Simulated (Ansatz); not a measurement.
# GaBPH (triplet): from Hartree-Fock to the top rungs, cc-pVDZ

How much of the correlation energy of GaBPH (triplet) does each wave-function method recover here?

The runs use Ansatz 0.2.0, Gaussian basis; cc-pVDZ, core rule «outside noble gas», up to 20 orbitals frozen.

The runs, in order: UHF; CCSD(T) on ROHF; CCSD(T) on UHF; BCCD(T) on ROHF; CISD; CCSDT(Q) on ROHF; CCSDT(Q) on UHF.

20 further runs of the same task are left out: 1 for a known fault of the program, 7 that didn't finish, 12 set aside as unsound or not needed.

### Step 1. The system

The geometry is a PBE0/def2-TZVP stationary point (not a proven minimum) of the parent state, kept for this charge and spin. No spin-orbit coupling is included. The filled d shell of Ga may be among the frozen orbitals whatever the setting's name suggests; the logs give the count.

4 atoms, charge 0, spin multiplicity 3.

Atoms are counted from 1 here; the program's logs count them from 0.

Bond lengths: B1–P2 1.898 Å, P2–Ga3 2.466 Å, P2–H4 1.435 Å. Angles: B1–P2–Ga3 103.3°, B1–P2–H4 81.7°, Ga3–P2–H4 88.9°.

Coordinates:

```xyz
4
charge 0, multiplicity 3
B     0.0112   -1.1691    2.2601
P     0.0681    0.5223    1.4019
Ga   -0.0124   -0.0561   -0.9943
H    -1.3572    0.3666    1.4585
```

### Step 2. UHF

Input file in.yaml:

```yaml
crystal:
  periodic: [false, false, false]
  atoms:
    - {symbol: B, position_ang: [0.011242, -1.169118, 2.260089]}
    - {symbol: P, position_ang: [0.068131, 0.522335, 1.401922]}
    - {symbol: Ga, position_ang: [-0.012390, -0.056062, -0.994316]}
    - {symbol: H, position_ang: [-1.357190, 0.366569, 1.458493]}
basis:
  gaussian: {orbitals: cc-pVDZ}
magnetization: {spin_polarized: true, initial_magnetization: 2}
hamiltonian: {xc: hf}
output: {orbitals: {seedname: orbitals}}
```

Command:

```console
$ ansatz run in.yaml --threads 1 --pin off --events-out ev --progress --plain --max-ram 2393MiB
```

The runs that follow: CCSD(T) on ROHF; CCSD(T) on UHF; BCCD(T) on ROHF; CISD; CCSDT(Q) on ROHF; CCSDT(Q) on UHF.

Before running them: what should the planned runs give, taken together? Wanted: UCCSDT(Q) below the RHF energy; RMP2 from UCCSDT(Q); UMP2 from UCCSDT(Q); RCCSD from UCCSDT(Q); RCCSD(T) from UCCSDT(Q); UCCSD(T) from UCCSDT(Q); RCCSDT(Q) from UCCSDT(Q); T1 diagnostic.

As calculated:

| quantity | value |
| --- | --- |
| UCCSDT(Q) below the RHF energy | -6.9831 eV |
| RMP2 from UCCSDT(Q) | +1450.4 meV |
| UMP2 from UCCSDT(Q) | +1429.9 meV |
| RCCSD from UCCSDT(Q) | +366.1 meV |
| RCCSD(T) from UCCSDT(Q) | +79.0 meV |
| UCCSD(T) from UCCSDT(Q) | +78.7 meV |
| RCCSDT(Q) from UCCSDT(Q) | +3.0 meV |
| levels within 1 kcal/mol (43 meV) | RCCSDT, UCCSDT, RCCSDT(Q) |
| T1 diagnostic | 0.038 |

What this shows: RCCSD(T) misses by +79.0 meV, 1.1 % of the correlation energy. These misses are within one basis, not against nature; the frozen cores of restricted and unrestricted runs differ, which can shift their rows.
